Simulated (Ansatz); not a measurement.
AlGeH₅Si, SMILES [AlH]1[SiH2][GeH2]1, energies of removing a hydrogen

Program: Ansatz's Python interface.

Notebook, run cell by cell (the value of a cell's last expression is shown):

In [1]:
```python
import ansatz as az


def energy(molecule, charge=0, unpaired=0):
    calc = (
        molecule.calculation()
        .basis(gaussian='def2-SVPD')
        .functional('pbe0')
        .scf(lower_state_search='standard')
    )
    if charge:
        calc = calc.charge(charge)
    if unpaired:
        calc = calc.spin('collinear', total=unpaired)
    return calc.run(threads=1).report['free_energy_ev']

GEOMETRY = '''
Al   -1.19960   -0.13290   -0.93460
Si    0.31430    1.17440    0.28850
Ge    0.55130   -1.08440    0.38890
H    -2.44080   -0.20200   -1.91450
H     1.31520    1.87250   -0.55210
H    -0.23060    1.81620    1.50180
H     1.70400   -1.71580   -0.49230
H     0.07830   -1.78510    1.65850
'''
```

In [2]:
```python
def without(molecule, index):
    rest = az.Crystal.molecule()
    for i, site in enumerate(molecule.cartesian_sites):
        if i != index:
            rest = rest.atom(site.symbol, site.position_ang)
    return rest
```

In [3]:
```python
mol = az.Crystal.molecule()
for line in GEOMETRY.strip().splitlines():
    symbol, *xyz = line.split()
    mol = mol.atom(symbol, [float(v) for v in xyz])
```

In [4]:
```python
whole = energy(mol, 0)
hydrogen = energy(az.Crystal.molecule().atom('H', (0, 0, 0)), 0, 1)
print(f'E(molecule) = {whole:.5f} eV, E(H) = {hydrogen:.5f} eV')
for index in [3, 5, 7]:
    radical = energy(without(mol, index), 0, 1)
    print(f'H{index}: homolysis {(radical + hydrogen - whole):.3f} eV')
```
```text
E(molecule) = -71047.22262 eV, E(H) = -13.61361 eV
H3: homolysis 3.241 eV
H5: homolysis 3.198 eV
H7: homolysis 2.965 eV
```

Caveats:
- These settings explore the input space; basis and method may be short of convergence.
- The geometry is a force-field or estimated start, not a minimum of this method, and the basis set is short of its limit. All parts are taken at fixed geometry, without zero-point energy.
- The whole script took 35 s on 1 thread of Arm Neoverse V2 (shared host), peak memory 0.43 GiB.

(Lines on the test bed's own set-up are left out of the output.)
